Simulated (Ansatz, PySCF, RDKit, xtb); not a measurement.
**Isomers of C6H5NOS, a sample narrowed down**

Which of a sample of isomers of C6H5NOS is the most stable in the gas at 298.15 K, and what are its properties? The sample is small against all isomers, and the most stable one of this formula need not be in it.

The funnel: GFN2-xTB relaxations, single points with a density functional, relaxations at PBE-D3(BJ)/def2-SVP, harmonic vibrations (at GFN2-xTB), and a last energy at a higher level. All values are calculated.

### 1 Drawing up candidates

Isomers were taken from a list of plausible structures; this is a sample, not all of them. That gives 4 candidates.

| label | SMILES | spin |
| --- | --- | --- |
| c099 | O=Cc1ncccc1S | singlet |
| c392 | O/C=C1\N=CC=CC1=S | singlet |
| c438 | O/C=C1/N=CC=CC1=S | singlet |
| c801 | O=CC1=NC=CCC1=S | singlet |

Candidates are built by distance geometry, with a force field where one applies, in up to four conformers (letters a to d).

Q: Predict the outcome of this search (final energies at CCSD(T)/def2-SVP + MP2/def2-TZVPP - MP2/def2-SVP).

| quantity | value |
| --- | --- |
| lowest structure found | O=Cc1ncccc1S, singlet |
| next finalist | O/C=C1\N=CC=CC1=S, singlet, 25.1 kcal/mol higher in G |
| share at equilibrium, among the finalists | 100.0 % |
| dipole moment (PBE0/def2-SVPD) | 3.24 D |
| HOMO energy (PBE0/def2-SVPD) | -6.91 eV |
| LUMO energy (PBE0/def2-SVPD) | -2.61 eV |
| HOMO–LUMO gap (PBE0/def2-SVPD) | 4.31 eV |
| lowest excitation (TD-PBE0/def2-SVPD) | 3.47 eV (f = 0.000) |
| strongest of the states computed, same level | 5.50 eV (f = 0.322) |
| lowest triplet excitation, same level, Tamm-Dancoff | 2.70 eV |
| vertical ionisation energy | 8.70 eV |
| vertical electron affinity | 0.92 eV |
| vertical triplet less singlet | +2.79 eV |

The search ends on `O=Cc1ncccc1S`. Among the finalists first place is clear (25.1 kcal/mol); structures outside the list aren't covered. GFN2-xTB, HF/STO-3G, r2SCAN-D4/def2-SVP, PBE-D3(BJ)/def2-SVP, HF/def2-SVP and MP2/def2-SVP already put its bonding pattern lowest among the structures in one piece. A large T1 diagnostic among the finalists warns that one reference determinant may not suffice. It concerns: the finalist O/C=C1\N=CC=CC1=S (singlet). Lowest found is not proven lowest: the search is finite, and each finalist counts with one conformer. Only 4 drawn patterns were tried, so whole families of isomers are missing, and the result ranks this sample alone.
